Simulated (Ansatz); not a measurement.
# ClGaH₂O: small, medium and large basis sets

Aim: see how fast density functionals converge with the basis set for ClGaH₂O.

Program: Ansatz 0.2.0, Gaussian basis. Level of theory: one geometry, several basis sets. These are calculated values, not measurements.

Plan: PBE0-D4/def2-SVP; ωB97M-V/def2-SVP; PBE0-D4/def2-QZVPP; ωB97M-V/def2-QZVPP; the functionals' def2-TZVPP values are taken from earlier runs.

**1. The geometry**

The geometry comes from an earlier relaxation with PBE0-D4 in a triple-zeta def2 set; it is a stationary point.

SMILES `[OH][GaH][Cl]`, 5 atoms, charge 0, spin multiplicity 1.

Atoms are counted from 1 here; the program's logs count them from 0.

Bond lengths: O1–Ga2 1.772 Å, O1–H4 0.960 Å, Ga2–Cl3 2.145 Å, Ga2–H5 1.541 Å. Angles: Ga2–O1–H4 113.5°, O1–Ga2–Cl3 115.0°, O1–Ga2–H5 122.5°, Cl3–Ga2–H5 122.5°.

**2. PBE0-D4 in def2-SVP**

Input file in.yaml:

```yaml
crystal:
  periodic: [false, false, false]
  atoms:
    - {symbol: O, position_ang: [-1.152400, 0.516043, -0.496905]}
    - {symbol: Ga, position_ang: [0.469975, 0.208136, 0.146209]}
    - {symbol: Cl, position_ang: [0.927459, -1.856566, 0.504638]}
    - {symbol: H, position_ang: [-1.672285, -0.281767, -0.622279]}
    - {symbol: H, position_ang: [1.477151, 1.340555, 0.426935]}
basis:
  gaussian: {orbitals: def2-SVP}
hamiltonian: {xc: pbe0, dispersion: d4}
output: {orbitals: {seedname: orbitals}}
```

After this run come: ωB97M-V in def2-SVP; PBE0-D4 in def2-QZVPP; ωB97M-V in def2-QZVPP.

Before running them: what should the planned runs give, taken together? Wanted: PBE0-D4: double and triple zeta above quadruple; ωB97M-V: double and triple zeta above quadruple.

The runs gave:

```
                                       quantity           value
PBE0-D4: double and triple zeta above quadruple  15.40, 1.69 eV
ωB97M-V: double and triple zeta above quadruple  15.32, 1.63 eV
```

What this shows: For PBE0-D4 the step from double to triple zeta gains 13.71 eV and the next only 1.69 eV. These are total energies; as a rule much of such shifts cancels in differences, which this series doesn't test.
